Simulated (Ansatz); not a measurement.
# Pt: the cost of one run

Method: DFT PBE, scalar-relativistic, plane waves, PAW, in Ansatz 0.2.0.

2 further runs of the same task are left out: 2 set aside as unsound or not needed.

## Step 1: The system as given

It takes space group P4/nmm (No. 129, tetragonal). Conventional cell: a = 2.807 Å, b = 2.807 Å, c = 24.925 Å, α = 90.00°, β = 90.00°, γ = 90.00°. Around Pt (site symmetry 4mm) lie 8 Pt at 2.77 to 2.81 Å. Pt (site symmetry 4mm) is surrounded by 12 Pt at 2.77 to 2.81 Å. Pt (site symmetry 4mm) has 12 Pt at 2.80 to 2.81 Å as nearest neighbours.

Structure file:

```
Pt
1.0
     2.80729    0.00000    0.00000
     0.00000    2.80729    0.00000
     0.00000    0.00000   24.92528
Pt
6
Direct
  0.50000 0.50000 0.30333
  0.00000 0.00000 0.38105
  0.50000 0.50000 0.46026
  0.00000 0.00000 0.53974
  0.50000 0.50000 0.61895
  0.00000 0.00000 0.69667
```

Planes are indexed in the bulk's conventional cell (Fm-3m (No. 225)), a = 3.970 Å, b = 3.970 Å, c = 3.970 Å, α = 90.00°, β = 90.00°, γ = 90.00°.

As cut, it was a (100) slab, 9.9 Å thick as cut, with 15 Å of vacuum; its outer planes are Pt (top) and Pt (bottom); it was relaxed in an earlier run.

## Step 2: Scalar-relativistic bands

A dipole layer in the vacuum cancels the field that periodic copies would set up if the slab's two faces differ.

The input, input.yaml:

```yaml
crystal:
  lattice:
    - [2.8072933492, 0.0, 0.0]
    - [0.0, 2.8072933492, 0.0]
    - [0.0, 0.0, 24.9252808201]
  atoms:
    - { symbol: Pt, position: [0.5, 0.5, 0.3033273664] }
    - { symbol: Pt, position: [0.0, 0.0, 0.3810522718] }
    - { symbol: Pt, position: [0.5, 0.5, 0.4602568228] }
    - { symbol: Pt, position: [0.0, 0.0, 0.539743176] }
    - { symbol: Pt, position: [0.5, 0.5, 0.6189477287] }
    - { symbol: Pt, position: [0.0, 0.0, 0.6966726343] }
basis:
  ecutwfc: 420
kpoints:
  mp_grid: { grid: [12, 12, 1] }
  band_path:
    path: [[0.5, 0, 0], [0, 0, 0], [0.5, 0.5, 0], [0.5, 0, 0]]
    npoints: 12
hamiltonian:
  xc: pbe
scf:
  occupations: { method: gaussian, width: 0.1 }
  n_extra_bands: 18
output:
  forces: true
  eigenvalues: true
  populations: true
  fatbands: true
efield:
  axis: 3
  dipole_correction: true
  ramp_width: 0.04
```

On the command line:

```bash
> ansatz run input.yaml --threads 2 --pin off --max-ram 5632MiB --backend cpu --events-out ev --progress --plain --runs-dir out
```

Q: Estimate wall time and peak memory on 2 threads of Arm Neoverse V1, shared host.

About 57 s, with a peak of 0.71 GiB.
